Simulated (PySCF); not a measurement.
# C31H16F3N3S2: the cost of one run

Programs: PySCF 2.14.0, with routines of our own; each step states its level. All values are computed. Atoms count from 0.

## (1) The starting structure

55 atoms, charge 0, multiplicity 1; geometry from: GFN2-xTB.

## (2) NMR shifts: GIAO BLYP/pcSseg-1

What the job is given:

```
{"job": {"kind": "nmr", "basis": "pcSseg-1", "pop": false, "xc": "BLYP"}, "charge": 0, "multiplicity": 1}
N     -3.130965     2.957899     2.152138
C     -2.161468     2.490222     1.765891
C     -0.980162     1.882507     1.269779
C      0.278578     2.426449     1.531153
F      0.389284     3.538418     2.258685
C      1.419166     1.810452     1.032656
F      2.622985     2.329320     1.280965
C      1.331922     0.644511     0.266810
N      2.487721     0.014767    -0.242287
C      2.959376     0.448739    -1.487370
C      2.350221     1.530756    -2.120489
C      2.778351     1.978799    -3.358272
C      3.835803     1.358030    -3.993620
C      4.455080     0.285680    -3.377295
C      4.024210    -0.171600    -2.141794
S      4.874649    -1.577266    -1.487149
C      4.204202    -1.690160     0.145593
C      4.798982    -2.614241     0.990314
C      4.329807    -2.804930     2.277474
C      3.257598    -2.055071     2.719624
C      2.665771    -1.125319     1.882043
C      3.122220    -0.923941     0.580629
C      0.065219     0.116915     0.017209
F     -0.032604    -0.996700    -0.713138
C     -1.095222     0.713592     0.504078
N     -2.373878     0.175255     0.247826
C     -2.874973    -0.762986     1.159317
C     -2.032091    -1.318936     2.119671
C     -2.496644    -2.248228     3.034744
C     -3.817225    -2.652765     3.005900
C     -4.667473    -2.109702     2.059812
C     -4.209200    -1.169882     1.150389
S     -5.408997    -0.506732     0.035229
C     -4.389743     0.344593    -1.130666
C     -5.011740     0.778519    -2.290466
C     -4.311400     1.495684    -3.243432
C     -2.975756     1.775664    -3.027965
C     -2.347841     1.332892    -1.876275
C     -3.038388     0.608418    -0.906749
H      1.523462     2.037633    -1.645205
H      2.276971     2.816669    -3.817429
H      4.177529     1.699199    -4.957574
H      5.280678    -0.221086    -3.852802
H      5.632180    -3.189205     0.616198
H      4.797867    -3.531728     2.921723
H      2.871379    -2.184645     3.718717
H      1.831561    -0.550019     2.255530
H     -0.993884    -1.024484     2.160315
H     -1.815171    -2.652615     3.767217
H     -4.187202    -3.380549     3.710094
H     -5.706879    -2.397505     2.019669
H     -6.058903     0.554179    -2.425099
H     -4.808088     1.830674    -4.139814
H     -2.409494     2.338881    -3.753634
H     -1.301495     1.559661    -1.734829
```

With the program's defaults for keys left out, this is: GIAO BLYP/pcSseg-1 NMR shielding, non-relativistic, gas phase.

Launch:

```sh
> OMP_NUM_THREADS=2 python large_run.py task.json out
```

The driver reads the jobs from task.json and runs them one after another.

**Question.** How long does this first job take on 2 threads of Arm Neoverse N1, shared host, and how much memory does it need?

About 2.6 min, with a peak of 1.4 GiB.
